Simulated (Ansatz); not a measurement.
**C₂H₃FSi: ionisation energy by level of theory**

An exercise on one series of results from a longer session: the logs are not shown, and one member is left open.

Computed with Ansatz 0.2.0, Gaussian basis. Level: unrestricted cation, the program's frozen cores in correlated methods.

Levels to be run: UKS PBE-D4/def2-TZVPP; UKS r2SCAN-D4/def2-TZVPP; UKS PBE0-D4/def2-TZVPP; UKS B3LYP-D4/def2-TZVPP; UKS wB97X-V/def2-TZVPP; UKS wB97M-V/def2-TZVPP; UKS B2PLYP/def2-TZVPP; UHF-CCSD(T)/def2-TZVPP; UHF-MP2/def2-QZVPP; extrapolation to the limit; then −ε(HOMO) from the neutral's earlier runs with LDA (SPW92), PBE-D4, revPBE-D4, BLYP-D4, r2SCAN-D4, B97M-V, PBE0-D4, B3LYP-D4, r2SCANh-D4, r2SCAN0-D4, HSE06-D4, BHLYP-D4, CAM-B3LYP-D4, LC-ωPBE, ωB97X-V, ωB97M-V.

### The relaxed structure

All runs share one geometry, relaxed beforehand with PBE0-D4 in a triple-zeta def2 set.

SMILES `FC1=C[SiH2]1`, 7 atoms, charge 0, spin multiplicity 1.

Atoms are counted from 1 here; the program's logs count them from 0.

Bond lengths: F1–C2 1.320 Å, C2–C3 1.323 Å, C2–Si4 1.796 Å, C3–Si4 1.829 Å, C3–H5 1.081 Å, Si4–H6 1.484 Å, Si4–H7 1.484 Å. Angles: F1–C2–C3 135.1°, F1–C2–Si4 154.9°, C3–C2–Si4 69.9°, C2–C3–Si4 67.3°, C2–C3–H5 138.8°, Si4–C3–H5 153.9°, C2–Si4–C3 42.8°, C2–Si4–H6 122.2°, C2–Si4–H7 122.2°, C3–Si4–H6 121.8°, C3–Si4–H7 121.8°, H6–Si4–H7 110.7°.

Set-up of the first run:

The input, in.yaml:

```yaml
crystal:
  periodic: [false, false, false]
  atoms:
    - {symbol: F, position_ang: [-0.096846, -2.279427, 0.145390]}
    - {symbol: C, position_ang: [-0.051266, -0.961050, 0.099480]}
    - {symbol: C, position_ang: [-0.342969, 0.017228, 0.940980]}
    - {symbol: Si, position_ang: [0.269184, 0.630079, -0.669871]}
    - {symbol: H, position_ang: [-0.715079, 0.139473, 1.948955]}
    - {symbol: H, position_ang: [-0.644437, 1.217580, -1.680502]}
    - {symbol: H, position_ang: [1.642514, 1.168118, -0.830234]}
basis:
  gaussian: {orbitals: def2-TZVPP}
total_charge: 1
magnetization: {spin_polarized: true, initial_magnetization: 1}
hamiltonian: {xc: pbe, dispersion: d4}
```

Launch:

```bash
$ ansatz run in.yaml --threads 2 --pin off --events-out ev --progress --plain --max-ram 4352MiB
```

Steps of the session up to this table: Cation, UKS PBE-D4/def2-TZVPP; Cation, UKS r2SCAN-D4/def2-TZVPP; Cation, UKS PBE0-D4/def2-TZVPP; Cation, UKS B3LYP-D4/def2-TZVPP; Cation, UKS wB97X-V/def2-TZVPP; Cation, UKS wB97M-V/def2-TZVPP; Cation, UKS B2PLYP (frozen core)/def2-TZVPP; Cation, UHF-CCSD(T)/def2-TZVPP; Cation, UHF-MP2/def2-QZVPP.

One of the session's tables, all rows but one given; the rest of the session is left out.

It belongs to the step «Ionisation energies side by side». For comparison, −ε(HOMO) of the neutral from earlier runs:

| functional | −ε(HOMO) (eV) |
| --- | --- |
| LDA (SPW92) | 7.02 |
| PBE-D4 | 6.87 |
| revPBE-D4 | 6.82 |
| BLYP-D4 | 6.71 |
| r2SCAN-D4 | 7.11 |
| B97M-V | 7.16 |
| PBE0-D4 | 8.07 |
| B3LYP-D4 | 7.83 |
| r2SCANh-D4 | ? |
| r2SCAN0-D4 | 8.22 |
| HSE06-D4 | 7.67 |
| BHLYP-D4 | 9.09 |
| CAM-B3LYP-D4 | 9.37 |
| LC-ωPBE | 10.74 |
| ωB97X-V | 10.36 |
| ωB97M-V | 10.25 |

**Question.** Estimate the row for r2SCANh-D4.

Worked estimate for «−ε(HOMO) (eV)». Against the share of exact exchange, r2SCAN-D4 (0, 7.11), r2SCAN0-D4 (0.25, 8.22) give a slope of 4.44 per unit share; at 0.1 the line stands at 7.55.

**Answer.** −ε(HOMO) (eV): 7.55. In «−ε(HOMO) (eV)» the line misses by 0.00.
